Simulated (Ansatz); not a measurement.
What does this script print? It uses Ansatz 0.2.0 through its Python package.

`edit.py`:
```python
import ansatz as az

config = {
    'filling': 'fixed',
    'kgrid': (6, 6, 4),
    'xc': 'lda',
}

lattice = az.Lattice.of(
    [3.523455, 0.0, 0.0],
    [0.0, 3.589589, 0.0],
    [0.0, 0.0, 5.294251],
)
sites = [
    ('Hf', [0.0, 0.0, 0.238067]),
    ('Ta', [0.5, 0.5, 0.760672]),
    ('N', [0.5, 0.0, 0.929078]),
    ('O', [0.0, 0.5, 0.57461]),
    ('O', [0.5, 0.0, 0.438362]),
    ('O', [0.0, 0.5, 0.059211]),
]
structure = az.Crystal(lattice=lattice)
for symbol, position in sites:
    structure = structure.atom(symbol, position)

base = (
    structure.calculation()
    .occupations(config['filling'])
    .kpoints(*config['kgrid'], center='gamma')
    .functional(config['xc'])
    .band_table()
)
typed = base.input()
rows = []
for value in [0.0001, 1e-06, 1e-08]:
    edited = typed.set(az.key.scf.convergence.dr2_threshold, value)
    data = az.Session.from_dict(edited).plan().execute().report
    rows.append((value, data['free_energy_ev'], data['n_iterations'], len(data['eigenvalues_ev'][0]) if 'eigenvalues_ev' in data else 0))
print('  threshold eV            F eV      iterations    bands listed')
for row in rows:
    print(f'{str(row[0]):>14s}  {row[1]:14.5f}  {row[2]:14d}  {row[3]:14d}')
print(edited.to_yaml())
```

```console
$ python edit.py
DeckWarning: basis.ecutwfc = 420 eV, auto-derived from the records' recommended cutoffs: set by Hf (normal level)
  threshold eV            F eV      iterations    bands listed
        0.0001    -27207.44648               6              37
         1e-06    -27207.44648               8              37
         1e-08    -27207.44648              10              37
crystal:
  lattice:
    - [3.523455, 0.0, 0.0]
    - [0.0, 3.589589, 0.0]
    - [0.0, 0.0, 5.294251]
  atoms:
    - { symbol: Hf, position: [0.0, 0.0, 0.238067] }
    - { symbol: Ta, position: [0.5, 0.5, 0.760672] }
    - { symbol: "N", position: [0.5, 0.0, 0.929078] }
    - { symbol: O, position: [0.0, 0.5, 0.57461] }
    - { symbol: O, position: [0.5, 0.0, 0.438362] }
    - { symbol: O, position: [0.0, 0.5, 0.059211] }
kpoints:
  mp_grid:
    grid: [6, 6, 4]
    shift: [0.0, 0.0, 0.0]
hamiltonian:
  xc: lda
scf:
  occupations:
    method: fixed
  convergence:
    dr2_threshold: 1.0e-08
output:
  eigenvalues: true
```
(Warnings from the package without file and line, repeats left out.)

Reading the output:
- Total energies depend on the potentials; only differences at equal settings carry meaning. A total without «per atom» is that of the whole cell that was run.
- The run is spin-unpolarised.
- Spin-orbit coupling, which matters for elements this heavy, is left out.
- This cell is a computed structure, which may not be the phase found in nature.
- Hardware and time: 9.4 s on 1 thread of AMD EPYC 9R45 96-Core Processor (Zen 5), with other jobs on the host, peak memory 0.47 GiB.
